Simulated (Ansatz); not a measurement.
# Ni: is there a lower state than plain starts find?

Aim: test whether Ni has a self-consistent state below the best one that plain SCF starts reached, by the runs listed below. System: Ni, the measured crystal structure (space group Fm-3m, primitive cell doubled); the cell holds 2 atoms. Source: COD entry 9013031.

The COD cell was measured well above room temperature, so it is larger than a cold one.

Computed with Ansatz 0.2.0 (DFT LDA, PAW, plane waves, scalar-relativistic, unless a step's input says otherwise).

**1. Starting point**

Symmetry: Fm-3m, No. 225, cubic system. Conventional cell: a = 3.587 Å, b = 3.587 Å, c = 3.587 Å, α = 90.00°, β = 90.00°, γ = 90.00°. Around Ni (site symmetry m-3m) lie 12 Ni at 2.54 Å.

As a file:

```
CELL_PARAMETERS angstrom
0.00000 -1.79350 -1.79350
-3.58700 -1.79350 -1.79350
0.00000 1.79350 -1.79350
ATOMIC_POSITIONS crystal
Ni 0.00000 0.00000 0.00000
Ni 0.00000 0.50000 0.50000
```

Labels such as Ni2 number the atoms in the order of the input file.

Known so far: 8 plain starts ended in 2 states. The lowest came from “spin on, no moments given (the program may seed its own), plain SCF”: ferromagnetic, site moments Ni1 0.64, Ni2 0.64 μB, total 1.21 μB per cell, no gap on the k-mesh, free energy -11546.4999 eV.

Runs to come: parallel moments, default search for lower states; opposed moments +-, default search for lower states; the moments typed in its input, symmetry off, plain SCF; the moments typed in its input, standard search for lower states.

“Plain SCF” means no search for lower states. The default search lets the program follow hints of a lower state (another filling of open shells, a soft direction), where it sees any. The standard and full searches may also try other magnetic orders and fillings, and need not reach the lowest state. With a search on, the program may also reshape the start on open shells. 

Moments by site are taken inside atomic spheres; the rest lies between them.

**2. Parallel moments, default search for lower states**

input.yaml

```yaml
crystal:
  lattice:
    - [0.0, -1.7935, -1.7935]
    - [-3.587, -1.7935, -1.7935]
    - [0.0, 1.7935, -1.7935]
  atoms:
    - { symbol: Ni, position: [0.0, 0.0, 0.0], spin: 2.0 }
    - { symbol: Ni, position: [0.0, 0.5, 0.5], spin: 2.0 }
magnetization:
  spin_polarized: true
hamiltonian:
  xc: lda
  pseudopotentials: { kind: paw }
basis:
  ecutwfc: 420
kpoints:
  mp_grid: { grid: [11, 7, 9] }
scf:
  occupations: { method: fermi_dirac, width: 0.05 }
output:
  forces: true
  stress: true
```

**Question.** The other runs differ from this input as named above. Which state comes out lowest, and how do the others lie? Wanted: distinct states; lowest state; total moment; gap on the k-mesh; pressure; largest force.

**Answer**, as computed:

| quantity | value |
| --- | --- |
| distinct states | 1 from 5 converged runs, the best start of step 1 counted |
| lowest state | ferromagnetic |
| its moments | Ni1 0.64, Ni2 0.64 μB |
| total moment | 1.21 μB per cell |
| gap on the k-mesh | none |
| pressure | -25.5 GPa |
| largest force | 0.000 eV/Å |

Nothing lower turns up: the best plain start stands. 5 runs converged, all to one state. The search isn't exhaustive: larger magnetic cells and non-collinear orders weren't tried. The mesh has less symmetry than the lattice, which lowers the symmetry of the run.
